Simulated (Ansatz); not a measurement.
# CsC (F-43m) in Ansatz: convergence with smearing width

Aim: find how far smearing width must go before the results for CsC settle, at PBE. This setting moves, with any that are tied to it; all else stays.

Everything below comes from runs of Ansatz 0.2.0. Logs are shortened: lines on timing, memory, paths and dates and some standing lists are left out, and cuts for length are marked.

### Step 1. Starting point

The structure is cubic, space group F-43m (No. 216). The conventional cell has a = 6.220 Å, b = 6.220 Å, c = 6.220 Å, α = 90.00°, β = 90.00°, γ = 90.00°. Cs (site symmetry -43m) is surrounded by 4 C at 2.69 Å. C (site symmetry -43m) has 4 Cs at 2.69 Å as nearest neighbours.

The cell was built by a generator and needn't be a form met in nature.

### Step 2. With smearing width 0.3 eV

The input, input.yaml:

```yaml
crystal:
  lattice:
    - [0.0, 3.1100544, 3.1100544]
    - [3.1100544, 0.0, 3.1100544]
    - [3.1100544, 3.1100544, 0.0]
  atoms:
    - { symbol: Cs, position: [0.0, 0.0, 0.0] }
    - { symbol: C, position: [0.25, 0.25, 0.25] }
hamiltonian:
  xc: pbe
  pseudopotentials: { kind: paw, source: jth }
kpoints:
  mp_grid: { grid: [6, 6, 6] }
scf:
  occupations: { method: methfessel_paxton, width: 0.3 }
output:
  forces: true
  stress: true
  eigenvalues: true
```

Potentials or basis: JTH PAW.

Command:

```console
$ ansatz run input.yaml --threads 2 --pin off --max-ram 5632MiB --backend cpu --events-out ev --progress --plain --runs-dir out
```

What it wrote:

```text
Warning: the checks of this Cs dataset prove no rule for summing its radial tables, as where they were carried onto another mesh than they were made on, and Gregory's rule is taken, under which a leading mesh point left out moves its sums only by what lay on the interval it spanned. That does not make them correct, and they differ from Quantum ESPRESSO's on this file; a re-export a fraction of a mesh step off can move them. hamiltonian.pseudopotentials.radial_quadrature: simpson_from_first_knot sums it by `pw.x`'s rule; on a PAW file no value gives `pw.x`'s numbers. What more to know: hamiltonian.pseudopotentials.radial_quadrature, in the input reference
Warning: the checks of this C dataset prove no rule for summing its radial tables, as where they were carried onto another mesh than they were made on, and Gregory's rule is taken, under which a leading mesh point left out moves its sums only by what lay on the interval it spanned. That does not make them correct, and they differ from Quantum ESPRESSO's on this file; a re-export a fraction of a mesh step off can move them. hamiltonian.pseudopotentials.radial_quadrature: simpson_from_first_knot sums it by `pw.x`'s rule; on a PAW file no value gives `pw.x`'s numbers. What more to know: hamiltonian.pseudopotentials.radial_quadrature, in the input reference
Warning: RAYON_NUM_THREADS=2 ignored (pool sized by the plan → 2); use --threads N
Engine: ansatz 0.2.0, aarch64-unknown-linux-gnu
Pseudopotentials: kind: paw
Pseudopotential: Cs, paw, valence charge 9, recommended cutoff 1200 eV (normal), Cs.paw.azcp
Pseudopotential: C, paw, valence charge 4, recommended cutoff 780 eV (normal), C.paw.azcp
Functional definition: PBE
  parameter kappa = 0.804
  parameter beta = 0.06672455060314922
  exchange = pbe_x(kappa = kappa, mu = beta*pi^2/3)
  correlation = pbe_c(beta = beta)
Crystal: 2 atoms, lattice volume = 60.164 Å³
Basis set: ecut = 1200 eV, 5769 PW (Γ), exchange–correlation on 144×144×144 points (8 copies of the dense FFT grid, shifted against one another)
Bands: 11, of which v1, the nominal top of the filled ones, is band 7 counted from 1 (6 counted from 0)
Symmetry: 24 space group operations
Space group: F-43m (ITA 216), of the structure as read, at distance tolerance 3.9e-5 Å
k-points: 16 of 216 (time reversal used)
Non-local potential: Cs, projectors of the file, l = 0: 2, l = 1: 2, l = 2: 2
Non-local potential: C, projectors of the file, l = 0: 2, l = 1: 2
PAW form: soft (Blöchl's): semilocal exchange-correlation on the pseudo side does not see the compensation charge
PAW one-centre angular grid: Cs, 590 points (default); XC on 124 of its mesh's 946 points in the sphere
PAW one-centre angular grid: C, 110 points (default); XC on 81 of its mesh's 739 points in the sphere
Initial density: superposition of atomic densities (chi_scale 0.1, normalization cell, long waves kept (reshape's long-wave potential 0.00 eV rms))
Initial wavefunctions: pseudopotential atomic-orbital guess
Functional: x = pbe(κ = 0.804, μ = 0.2195149727645171), c = pbe(β = 0.06672455060314922)
SCF iter   1: F=—  HF=-5901.215324 eV  |F-HF|=—  |Δ(HF+E_count)|=         —  Δρ=1.07e-2  dr2=1.58e-1  ethr=3.10e-3  ⟨swp⟩=8.5  Hψ=1585  notcnv=0
preconditioner: auto → Kerker (q_TF=auto, 2.113 Å⁻¹)  [metal: Δε(μ)=0.063 eV  Ē_g=9.923 eV  σ=0.300 eV  W_gap=0.18  n_scr=14 (ndim 8)  ℏωp=15.9 eV  f_vac=0.000  D(μ)=4.01/eV (n_scr^D=50)]
SCF iter   2: F=—  HF=-5901.209056 eV  |F-HF|=—  |Δ(HF+E_count)|=   6.27e-3  S|Δr|=    0.00e0  Δρ=7.19e-3  dr2=6.25e-2  ethr=1.22e-3  ⟨swp⟩=1.0  Hψ=304  notcnv=0
SCF iter   3: F=—  HF=-5901.222754 eV  |F-HF|=—  |Δ(HF+E_count)|=   1.37e-2  S|Δr|=    0.00e0  Δρ=2.53e-3  dr2=1.01e-2  ethr=4.81e-4  ⟨swp⟩=1.0  Hψ=176  notcnv=0
SCF iter   4: F=—  HF=-5901.229738 eV  |F-HF|=—  |Δ(HF+E_count)|=   6.98e-3  S|Δr|=    0.00e0  Δρ=7.04e-4  dr2=3.77e-4  ethr=7.76e-5  ⟨swp⟩=2.8  Hψ=270  notcnv=0
SCF iter   5: F=—  HF=-5901.230801 eV  |F-HF|=—  |Δ(HF+E_count)|=   1.06e-3  S|Δr|=    0.00e0  Δρ=1.07e-4  dr2=6.19e-6  ethr=2.90e-6  ⟨swp⟩=2.0  Hψ=291  notcnv=0
SCF iter   6: F=—  HF=-5901.230744 eV  |F-HF|=—  |Δ(HF+E_count)|=   5.64e-5  S|Δr|=    0.00e0  Δρ=2.62e-5  dr2=6.05e-7  ethr=4.76e-8  ⟨swp⟩=2.0  Hψ=286  notcnv=0
SCF iter   7: F=-5901.230747 eV  HF=-5901.230747 eV  |F-HF|=2.00e-7  |Δ(HF+E_count)|=   2.64e-6  S|Δr|=    0.00e0  Δρ=8.72e-6  dr2=9.23e-8  ethr=7.69e-10  ⟨swp⟩=7.8  Hψ=1182  notcnv=0
SCF 1 converged in 7 iterations: F = -5901.230747 eV  dr2 = 9.23e-8
SCF converged after 7 iterations
Stability not checked: this state was not tested for a lower state beside it, because cold or Methfessel-Paxton smearing, or corrected tetrahedra, fill the levels in a way that the test cannot read (fill_not_monotonic; see scf.lower_state_search)
Free energy (F): -5901.230747 eV
Harris-Foulkes:  -5901.230747 eV  (|F-HF|=2.00e-7)
Internal energy: -5901.223591 eV  (E = F + TS)
E sigma→0 (E₀):  -5901.228958 eV
Entropy (-TS):   -0.007156 eV (-3.578 meV/atom)
Fermi energy:    5.153581 eV
--- Per-component energies (eV) ---
  E_band       = -42.261231
  E_kinetic    = 227.577507
  E_local      = -320.303075  (includes V_loc(G=0)·N_el)
  E_nonlocal   = 27.853818
  E_hartree    = 113.996964
  E_xc         = -391.096972
  E_vxc        = -195.833726  (∫ρ·V_xc dr)
  E_paw        = -4977.637855  (= ΣΔE_a)
  E_vpaw       = -9.548123  (= ΣTr[D̂ρ^β])
  E_aug_tail   = -0.000001  (compensation charges beyond the density's cutoff)
  E_ewald      = -581.613976
  E_smearing   = -0.007156  (= −TS)
  E_closure    = 0.000000  (closes the sum)
  Σ components = -5901.230747   (vs F -5901.230747, Δ=0.00e0)
--- Forces (eV/Å), atoms counted from 1 ---
  atom   1  Cs    -0.00000000     0.00000000    -0.00000000
  atom   2  C     -0.00000000    -0.00000000     0.00000000
  max |Σ_I F_I| component: 2.13e-16 eV/Å
--- Stress (GPa, compression-positive) ---
        4.610450       0.000000      -0.000000
       -0.000000       4.610450       0.000000
       -0.000000       0.000000       4.610450
  P = ⅓ Tr σ = 4.6104 GPa (46.104 kbar)
--- Band table (eV; the first three rows and the last of 16) ---
  k-point 0: bands = ["-16.1945", "-3.1499", "-2.6497", "-2.6497", "-2.6497", "4.4801", "4.4801", "4.4801", "8.3055", "11.8770", "11.8770"]
  k-point 1: bands = ["-16.1553", "-4.0826", "-2.7086", "-2.7086", "-1.8694", "4.5551", "4.6320", "4.6320", "9.0055", "11.3871", "11.3872"]
  k-point 2: bands = ["-16.0747", "-4.9570", "-2.8202", "-2.8202", "-1.3815", "4.8958", "4.8958", "5.1262", "9.9088", "11.3567", "11.3567"]
  k-point 15: bands = ["-15.9793", "-5.4047", "-3.4156", "-3.2463", "-0.4601", "4.5518", "5.6320", "5.9724", "9.4791", "10.0329", "12.8251"]
```

Run time: 2.8 s. Hardware: 2 threads of Arm Neoverse V1, shared host; peak memory 0.58 GiB.

Results:

```
Free energy            : -5901.2307 eV
Pressure               : 4.6 GPa
Band gap on the k mesh : none (metal or under the smearing width)
```

### Step 3. With smearing width 0.2 eV

Edit input.yaml of step 2 so:

```diff
@@ -14,3 +14,3 @@
 scf:
-  occupations: { method: methfessel_paxton, width: 0.3 }
+  occupations: { method: methfessel_paxton, width: 0.2 }
 output:
```

Potentials or basis: JTH PAW.

Command:

```console
$ ansatz run input.yaml --threads 2 --pin off --max-ram 5632MiB --backend cpu --events-out ev --progress --plain --runs-dir out
```

Wall time 2.8 s (2 threads of Arm Neoverse V1, shared host); peak memory 0.58 GiB.

Results:

```yaml
Free_energy: -5901.2292 eV
Pressure: 4.6 GPa
Band_gap_on_the_k_mesh: none (metal or under the smearing width)
```

### Step 4. With smearing width 0.15 eV

Edit input.yaml of step 3 so:

```diff
@@ -14,3 +14,3 @@
 scf:
-  occupations: { method: methfessel_paxton, width: 0.2 }
+  occupations: { method: methfessel_paxton, width: 0.15 }
 output:
```

Command:

```console
$ ansatz run input.yaml --threads 2 --pin off --max-ram 5632MiB --backend cpu --events-out ev --progress --plain --runs-dir out
```

It took 2.8 s on 2 threads of Arm Neoverse V1, shared host; peak memory 0.58 GiB.

Results:

- Free energy: -5901.2291 eV
- Pressure: 4.6 GPa
- Band gap on the k mesh: none (metal or under the smearing width)

### Step 5. With smearing width 0.1 eV

Edit input.yaml of step 4 so:

```diff
@@ -14,3 +14,3 @@
 scf:
-  occupations: { method: methfessel_paxton, width: 0.15 }
+  occupations: { method: methfessel_paxton, width: 0.1 }
 output:
```

Command:

```console
$ ansatz run input.yaml --threads 2 --pin off --max-ram 5632MiB --backend cpu --events-out ev --progress --plain --runs-dir out
```

It took 2.9 s on 2 threads of Arm Neoverse V1, shared host; peak memory 0.58 GiB.

What came out:

```
Free energy            : -5901.2294 eV
Pressure               : 4.6 GPa
Band gap on the k mesh : none (metal or under the smearing width)
```

### Step 6. With smearing width 0.05 eV

Edit input.yaml of step 5 so:

```diff
@@ -14,3 +14,3 @@
 scf:
-  occupations: { method: methfessel_paxton, width: 0.1 }
+  occupations: { method: methfessel_paxton, width: 0.05 }
 output:
```

Potentials or basis: JTH PAW.

Command:

```console
$ ansatz run input.yaml --threads 2 --pin off --max-ram 5632MiB --backend cpu --events-out ev --progress --plain --runs-dir out
```

It took 2.9 s on 2 threads of Arm Neoverse V1, shared host; peak memory 0.58 GiB.

Results (log left out):

- Free energy: -5901.2304 eV
- Pressure: 4.6 GPa
- Band gap on the k mesh: none (metal or under the smearing width)

### Step 7. With smearing width 0.025 eV

Edit input.yaml of step 6 so:

```diff
@@ -14,3 +14,3 @@
 scf:
-  occupations: { method: methfessel_paxton, width: 0.05 }
+  occupations: { method: methfessel_paxton, width: 0.025 }
 output:
```

Command:

```console
$ ansatz run input.yaml --threads 2 --pin off --max-ram 5632MiB --backend cpu --events-out ev --progress --plain --runs-dir out
```

Run time: 2.9 s. Hardware: 2 threads of Arm Neoverse V1, shared host; peak memory 0.57 GiB.

It converged, with:

| Quantity | Value |
| --- | --- |
| Free energy | -5901.2299 eV |
| Pressure | 4.6 GPa |
| Band gap on the k mesh | none (metal or under the smearing width) |

### Step 8. With smearing width 0.01 eV

Edit input.yaml of step 7 so:

```diff
@@ -14,3 +14,3 @@
 scf:
-  occupations: { method: methfessel_paxton, width: 0.025 }
+  occupations: { method: methfessel_paxton, width: 0.01 }
 output:
```

Command:

```console
$ ansatz run input.yaml --threads 2 --pin off --max-ram 5632MiB --backend cpu --events-out ev --progress --plain --runs-dir out
```

It took 2.9 s on 2 threads of Arm Neoverse V1, shared host; peak memory 0.57 GiB.

The run converged. Its results:

```
Free energy            : -5901.2295 eV
Pressure               : 4.6 GPa
Band gap on the k mesh : none (metal or under the smearing width)
```

### Step 9. With smearing width 0.005 eV

Edit input.yaml of step 8 so:

```diff
@@ -14,3 +14,3 @@
 scf:
-  occupations: { method: methfessel_paxton, width: 0.01 }
+  occupations: { method: methfessel_paxton, width: 0.005 }
 output:
```

Potentials or basis: JTH PAW.

Command:

```console
$ ansatz run input.yaml --threads 2 --pin off --max-ram 5632MiB --backend cpu --events-out ev --progress --plain --runs-dir out
```

Run time: 2.8 s. Hardware: 2 threads of Arm Neoverse V1, shared host; peak memory 0.58 GiB.

It converged, with:

| Property | Result |
| --- | --- |
| Free energy | -5901.2293 eV |
| Pressure | 4.6 GPa |
| Band gap on the k mesh | none (metal or under the smearing width) |

### Step 10. The series at a glance

| smearing width | energy less the tightest run, at zero smearing (meV/atom) | pressure (GPa) | SCF cycles | CPU time (s) | peak memory (GiB) |
| --- | --- | --- | --- | --- | --- |
| 0.3 eV | 0.17 | 4.61 | 7 | 5.3 | 0.58 |
| 0.2 eV | 0.17 | 4.57 | 7 | 5.4 | 0.58 |
| 0.15 eV | 0.08 | 4.56 | 7 | 5.3 | 0.58 |
| 0.1 eV | -0.26 | 4.56 | 7 | 5.5 | 0.58 |
| 0.05 eV | -0.54 | 4.60 | 6 | 5.5 | 0.58 |
| 0.025 eV | -0.23 | 4.60 | 6 | 5.5 | 0.57 |
| 0.01 eV | -0.06 | 4.60 | 6 | 5.5 | 0.57 |
| 0.005 eV | 0.00 | 4.60 | 6 | 5.5 | 0.58 |

Against the tightest run, the energy stays within 1 meV/atom from 0.3 eV on; the pressure stays within 0.1 GPa from 0.3 eV on. Narrower smearing needs a denser k mesh, so at a fixed mesh the narrowest width isn't the most accurate. The tightest run that finished is the yardstick and may itself not be fully converged.
